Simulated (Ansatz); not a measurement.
Runs of Ansatz 0.2.0 on LiY3. It takes space group I4/mmm (No. 139, tetragonal). Conventional cell: a = 4.734 Å, b = 4.734 Å, c = 10.653 Å, α = 90.00°, β = 90.00°, γ = 90.00°. Y (site symmetry 4/mmm) has 4 Li at 3.35 Å and 8 Y at 3.56 Å as nearest neighbours. Y (site symmetry -4m2) is surrounded by 8 Y at 3.35 to 3.56 Å and 4 Li at 3.56 Å. Li (site symmetry 4/mmm) is surrounded by 12 Y at 3.35 to 3.56 Å. The cell comes from a database or a generator and needn't be the stable form of this composition.

```csv
task,level,cell,cutoff (eV),points for each segment of the path,gap on the mesh (eV),pressure (GPa),relaxed volume (Å³/atom)
relaxation of cell and atoms,r2SCAN,relaxed,500,-,none,0.0,30.42
relaxation of cell and atoms,LDA,relaxed,420,-,none,0.0,26.96
band structure,PBEsol,as given,420,14,none,(b),-
relaxation of cell and atoms,PBEsol,relaxed,420,-,none,0.0,28.42
relaxation of cell and atoms,RPBE+D4,relaxed,420,-,none,0.0,(a)
```

Alike in all rows: potentials or basis Ansatz PAW; no spin polarisation; k mesh 6 × 6 × 6; smearing fermi-dirac 0.05 eV.

**Question.** Fill in the values left out.

**Answer.** (a) 29.72; (b) -1.5.

Caveats: the PAW data sets come from PBE, with cores solved anew for the run's functional, which leaves a small shift of forces and pressure; the plane-wave basis is chosen anew once the cell has moved, so the energies of steps on either side of that aren't comparable (some runs); pairwise dispersion overbinds metals, which lowers pressure and volume (some runs).

A k mesh can miss the band edges, and the runs leave out spin-orbit coupling on Y.

A gap of «none» marks a metal or a gap under the smearing width.

Runs at the PBE level aren't shown here.
